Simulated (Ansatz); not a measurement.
**TiAu: a sublattice displacement scan**

The task, for TiAu: measure how stiffly every Au atom is held.

Program: Ansatz 0.2.0. Level of theory: DFT r2SCAN, scalar-relativistic, plane waves, PAW. These are calculated values, not measurements.

**1. The starting structure**

The structure is cubic, space group Pm-3m (No. 221). The conventional cell has a = 3.254 Å, b = 3.254 Å, c = 3.254 Å, α = 90.00°, β = 90.00°, γ = 90.00°. Around Ti (site symmetry m-3m) lie 8 Au at 2.82 Å. Au (site symmetry m-3m) is surrounded by 8 Ti at 2.82 Å.

Coordinates:

```cif
data_structure
_symmetry_space_group_name_H-M 'Pm-3m'
_symmetry_Int_Tables_number 221
_cell_length_a 3.2540
_cell_length_b 3.2540
_cell_length_c 3.2540
_cell_angle_alpha 90.000
_cell_angle_beta 90.000
_cell_angle_gamma 90.000
_cell_volume 34.46
loop_
_atom_site_label
_atom_site_type_symbol
_atom_site_symmetry_multiplicity
_atom_site_Wyckoff_symbol
_atom_site_fract_x
_atom_site_fract_y
_atom_site_fract_z
_atom_site_occupancy
Ti1 Ti 1 b 0.50000 0.50000 0.50000 1
Au1 Au 1 a 0.00000 0.00000 0.00000 1
```

No relaxation comes first: the listed cell is the starting point.

**2. Zero of energy**

Reference values: F = -15668.5350 eV; pressure -1.63 GPa; largest force 0.000 eV/Å; gap on the mesh none (metal). It was computed beforehand with the settings of the runs below.

**3. Next: a sublattice displacement scan**

Every Au atom is moved by x along the Cartesian unit vector (-1.000, 0.000, 0.000); the cell and all other atoms stay fixed. Forces below are components along that vector, summed over the moved atoms.

**4. At x = -0.500 Å**

Contents of input.yaml:

```yaml
crystal:
  lattice:
    - [3.254, 0.0, 0.0]
    - [0.0, 3.254, 0.0]
    - [0.0, 0.0, 3.254]
  atoms:
    - { symbol: Ti, position: [0.5, 0.5, 0.5] }
    - { symbol: Au, position: [0.1536570375, 0.0, 0.0] }
basis:
  ecutwfc: 500
kpoints:
  mp_grid: { grid: [14, 14, 14] }
hamiltonian:
  xc: r2scan
scf:
  occupations: { method: gaussian, width: 0.15 }
output:
  forces: true
  stress: true
  eigenvalues: true
  write_density: true
  write_potential: true
  elf: true
  volumetric_format: npy
```

Run with:

```console
> ansatz run input.yaml --threads 1 --pin off --max-ram 2560MiB --backend cpu --events-out ev --progress --plain --runs-dir out
```

**5. x = 0.375 Å**

Edit input.yaml of step 4 so:

```diff
@@ -7,3 +7,3 @@
     - { symbol: Ti, position: [0.5, 0.5, 0.5] }
-    - { symbol: Au, position: [0.1536570375, 0.0, 0.0] }
+    - { symbol: Au, position: [-0.1152427781, 0.0, 0.0] }
 basis:
@@ -20,5 +20 @@
   eigenvalues: true
-  write_density: true
-  write_potential: true
-  elf: true
-  volumetric_format: npy
```

**6. At x = -0.250 Å**

Edit input.yaml of step 5 so:

```diff
@@ -7,3 +7,3 @@
     - { symbol: Ti, position: [0.5, 0.5, 0.5] }
-    - { symbol: Au, position: [-0.1152427781, 0.0, 0.0] }
+    - { symbol: Au, position: [0.0768285187, 0.0, 0.0] }
 basis:
```

**7. x = 0.125 Å**

Edit input.yaml of step 6 so:

```diff
@@ -7,3 +7,3 @@
     - { symbol: Ti, position: [0.5, 0.5, 0.5] }
-    - { symbol: Au, position: [0.0768285187, 0.0, 0.0] }
+    - { symbol: Au, position: [-0.0384142594, 0.0, 0.0] }
 basis:
```

**8. Point x = 0.438 Å**

Edit input.yaml of step 7 so:

```diff
@@ -7,3 +7,3 @@
     - { symbol: Ti, position: [0.5, 0.5, 0.5] }
-    - { symbol: Au, position: [-0.0384142594, 0.0, 0.0] }
+    - { symbol: Au, position: [-0.1344499078, 0.0, 0.0] }
 basis:
@@ -20 +20,5 @@
   eigenvalues: true
+  write_density: true
+  write_potential: true
+  elf: true
+  volumetric_format: npy
```

**9. x = 0.312 Å**

Edit input.yaml of step 8 so:

```diff
@@ -7,3 +7,3 @@
     - { symbol: Ti, position: [0.5, 0.5, 0.5] }
-    - { symbol: Au, position: [-0.1344499078, 0.0, 0.0] }
+    - { symbol: Au, position: [-0.0960356484, 0.0, 0.0] }
 basis:
@@ -20,5 +20 @@
   eigenvalues: true
-  write_density: true
-  write_potential: true
-  elf: true
-  volumetric_format: npy
```

**10. Point x = 0.188 Å**

Edit input.yaml of step 9 so:

```diff
@@ -7,3 +7,3 @@
     - { symbol: Ti, position: [0.5, 0.5, 0.5] }
-    - { symbol: Au, position: [-0.0960356484, 0.0, 0.0] }
+    - { symbol: Au, position: [-0.0576213891, 0.0, 0.0] }
 basis:
```

**11. x = 0.062 Å**

Edit input.yaml of step 10 so:

```diff
@@ -7,3 +7,3 @@
     - { symbol: Ti, position: [0.5, 0.5, 0.5] }
-    - { symbol: Au, position: [-0.0576213891, 0.0, 0.0] }
+    - { symbol: Au, position: [-0.0192071297, 0.0, 0.0] }
 basis:
@@ -20 +20,5 @@
   eigenvalues: true
+  write_density: true
+  write_potential: true
+  elf: true
+  volumetric_format: npy
```

(Steps that only read results are left out.)

What does the calculation give?

The runs gave:

| quantity | value |
| --- | --- |
| force constant along x, from the points at -0.250, 0 and 0.062 Å | 2.58 eV/Å² |

What this shows: The restoring force grows by 2.58 eV/Å per Å near the site. The step of 0.25 Å is wide, so anharmonic terms mix in. No sampled point lies below the undisturbed cell. The runs treat Au without spin-orbit coupling.
